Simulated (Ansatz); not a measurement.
**H₅HfNO₃: a ladder of functionals and wavefunction methods**

One table from this session's results is given with a row withheld; the runs are named, their logs left out.

Method: functionals in def2-TZVPP, the program's frozen cores in correlated methods; program: Ansatz 0.2.0, Gaussian basis.

Plan: LDA (SPW92), PBE-D4, revPBE-D4, BLYP-D4, r2SCAN-D4, B97M-V, PBE0-D4, B3LYP-D4, r2SCANh-D4, r2SCAN0-D4, HSE06-D4, BHLYP-D4, CAM-B3LYP-D4, LC-ωPBE, ωB97X-V, ωB97M-V, B2PLYP, PBE-QIDH; CCSD(T)/def2-SVP; CCSD(T)/def2-TZVPP; MP2/def2-QZVPP; extrapolation to the limit; RPA on PBE.

1 further run of the same task is left out (for a known fault of the program).

## The geometry

An earlier PBE0-D4 in a triple-zeta def2 set relaxation fixed the geometry. Hf takes the def2 core potential; no spin-orbit term is included.

SMILES `[NH2][Hf]([OH])([OH])[OH]`, 10 atoms, charge 0, spin multiplicity 1.

Atoms are counted from 1 here; the program's logs count them from 0.

Bond lengths: N1–Hf2 2.042 Å, N1–H6 1.010 Å, N1–H7 1.010 Å, Hf2–O3 1.936 Å, Hf2–O4 1.936 Å, Hf2–O5 1.945 Å, O3–H8 0.951 Å, O4–H9 0.951 Å, O5–H10 0.952 Å. Angles: Hf2–N1–H6 125.5°, Hf2–N1–H7 125.5°, H6–N1–H7 108.8°, N1–Hf2–O3 106.9°, N1–Hf2–O4 106.9°, N1–Hf2–O5 111.1°, O3–Hf2–O4 115.0°, O3–Hf2–O5 108.5°, O4–Hf2–O5 108.5°, Hf2–O3–H8 156.0°, Hf2–O4–H9 155.8°, Hf2–O5–H10 146.4°.

Coordinates:

```
atom    x (Å)    y (Å)    z (Å)
  N1  -1.3991   0.2554  -1.0637
 Hf2   0.1743  -0.0779   0.1938
  O3   0.5981  -1.9633   0.0758
  O4  -0.3702   0.5307   1.9494
  O5   1.7367   0.9415  -0.3553
  H6  -1.6297  -0.2995  -1.8752
  H7  -2.1160   0.9545  -0.9341
  H8   1.1441  -2.7379   0.1560
  H9  -0.2401   0.8418   2.8387
 H10   2.1019   1.5548  -0.9855
```

Set-up of the first run:

in.yaml reads:

```yaml
crystal:
  periodic: [false, false, false]
  atoms:
    - {symbol: N, position_ang: [-1.399103, 0.255370, -1.063692]}
    - {symbol: Hf, position_ang: [0.174257, -0.077865, 0.193794]}
    - {symbol: O, position_ang: [0.598080, -1.963297, 0.075819]}
    - {symbol: O, position_ang: [-0.370216, 0.530667, 1.949403]}
    - {symbol: O, position_ang: [1.736716, 0.941492, -0.355270]}
    - {symbol: H, position_ang: [-1.629703, -0.299495, -1.875154]}
    - {symbol: H, position_ang: [-2.116031, 0.954450, -0.934105]}
    - {symbol: H, position_ang: [1.144146, -2.737881, 0.155995]}
    - {symbol: H, position_ang: [-0.240083, 0.841762, 2.838720]}
    - {symbol: H, position_ang: [2.101947, 1.554785, -0.985511]}
basis:
  gaussian: {orbitals: def2-TZVPP}
hamiltonian: {xc: lda}
output: {orbitals: {seedname: orbitals}}
```

Started as:

```bash
$ ansatz run in.yaml --threads 4 --pin off --events-out ev --progress --plain --max-ram 10444MiB
```

Steps of the session up to this table: LDA; PBE-D4 (GGA); revPBE-D4 (GGA); BLYP-D4 (GGA); r2SCAN-D4 (meta-GGA); B97M-V (meta-GGA); B3LYP-D4 (hybrid); r2SCANh-D4 (hybrid); r2SCAN0-D4 (hybrid); HSE06-D4 (hybrid); BHLYP-D4 (hybrid); CAM-B3LYP-D4 (range-separated); LC-ωPBE (range-separated); ωB97X-V (range-separated); ωB97M-V (range-separated); B2PLYP (double hybrid); PBE-QIDH (double hybrid).

One of the session's tables, all rows but one given; the rest of the session is left out.

It belongs to the step «Frontier levels by functional». 

| functional | HOMO (eV) | gap (eV) |
| --- | --- | --- |
| LDA (SPW92) | ? | ? |
| PBE-D4 | -5.58 | 4.91 |
| revPBE-D4 | -5.50 | 4.91 |
| BLYP-D4 | -5.45 | 4.75 |
| r2SCAN-D4 | -5.87 | 5.79 |
| B97M-V | -5.91 | 5.31 |
| PBE0-D4 | -7.00 | 7.04 |
| B3LYP-D4 | -6.75 | 6.46 |
| r2SCANh-D4 | -6.41 | 6.52 |
| r2SCAN0-D4 | -7.21 | 7.61 |
| HSE06-D4 | -6.59 | 6.29 |
| BHLYP-D4 | -8.32 | 8.85 |
| CAM-B3LYP-D4 | -8.44 | 9.12 |
| LC-ωPBE | -9.86 | 11.71 |
| ωB97X-V | -9.47 | 11.13 |
| ωB97M-V | -9.38 | 10.56 |

Q: Estimate the row for LDA (SPW92) from the others.

As computed: HOMO (eV): -5.78; gap (eV): 4.96. In the column «HOMO (eV)» it lies between r2SCAN-D4 (-5.87) and PBE-D4 (-5.58).
